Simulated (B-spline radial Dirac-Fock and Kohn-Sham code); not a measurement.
# An X-ray data sheet for Re⁷⁺, step by step

Wanted for the Re⁷⁺ ion: its X-ray form factor and Compton profile and the binding energy of each subshell.

Program: B-spline radial Dirac-Fock and Kohn-Sham code, version 3. Model: a free atom or ion on a radial basis; each step names its model. All values are calculated, but those marked as tabulated.

### Step 1. The atom as given

Re⁷⁺, configuration [Xe] 4f14, inside a Watson sphere of charge -7 and radius 2.7 Å (a model of the Madelung potential; inside it an electron's potential energy is raised by 37.3 eV).

```yaml
nuclear_charge: 75
electrons: 68
mass_number: 187
nuclear_rms_radius: 5.3698 fm
```

### Step 2. Form factor and Compton profile

Model: Dirac-Fock average of configuration, finite nucleus; form factor of the spherical density, Waller-Hartree incoherent function, impulse-approximation Compton profiles.

Recorded inputs:

```ini
task = scatter
Z = 75
charge = 7
configuration = 1s2 2s2 2p6 3s2 3p6 3d10 4s2 4p6 4d10 4f14 5s2 5p6
mass_number = 187
rms_radius = 5.3698  # fm
s = [0.0, 0.05, 0.1, 0.15, 0.2, 0.25, 0.3, 0.35, 0.4, 0.45, 0.5, 0.6, 0.7, 0.8, 0.9, 1.0, 1.1, 1.2, 1.4, 1.6, 1.8, 2.0, 2.5, 3.0, 3.5, 4.0, 5.0, 6.0]  # 1/A
pz = [0, 0.1, 0.2, 0.3, 0.4, 0.5, 0.6, 0.8, 1.0, 1.2, 1.4, 1.6, 1.8, 2.0, 2.5, 3.0, 4.0, 5.0, 7.0, 10.0, 15.0, 20.0, 30.0, 40.0, 60.0, 100.0]  # a.u.
photon_energy = [5000, 8047.8, 10000, 17479.3, 30000, 50000, 500000, 1000000]  # eV
watson_charge = -7  # e
watson_radius = 2.7  # A
```

### Step 3. Binding energies

Model: Dirac-Fock average of configuration, Delta-SCF, finite nucleus, first-order Breit with its frequency dependence, self-energy and vacuum polarisation.

Recorded inputs:

```ini
task = binding
```

Q: Predict the outcome of this session. Wanted: rms radius of the electron cloud; form factor halves at; Compton profile at zero; deepest level listed, K; least bound, O3; Kα1.

The runs gave:

| quantity | value |
| --- | --- |
| rms radius of the electron cloud | 0.572 bohr |
| form factor halves at | 0.74 1/Å |
| Compton profile at zero | 6.239 1/a.u. |
| deepest level listed, K (1s) | 71748.0 eV |
| least bound, O3 (5p3/2) | 105.6 eV |
| Kα1 | 61136.4 eV |

In words: The form factor starts at the 68 electrons and halves by s = 0.74 1/Å. Incoherent scattering outweighs coherent from 500 keV on, among the energies asked. The K (1s) level lies 85.4 eV under Koopmans' value by relaxation alone; Breit gives -239.62 and QED -125.70 eV. The Hartree-Fock and Dirac-Fock values hold no electron correlation.
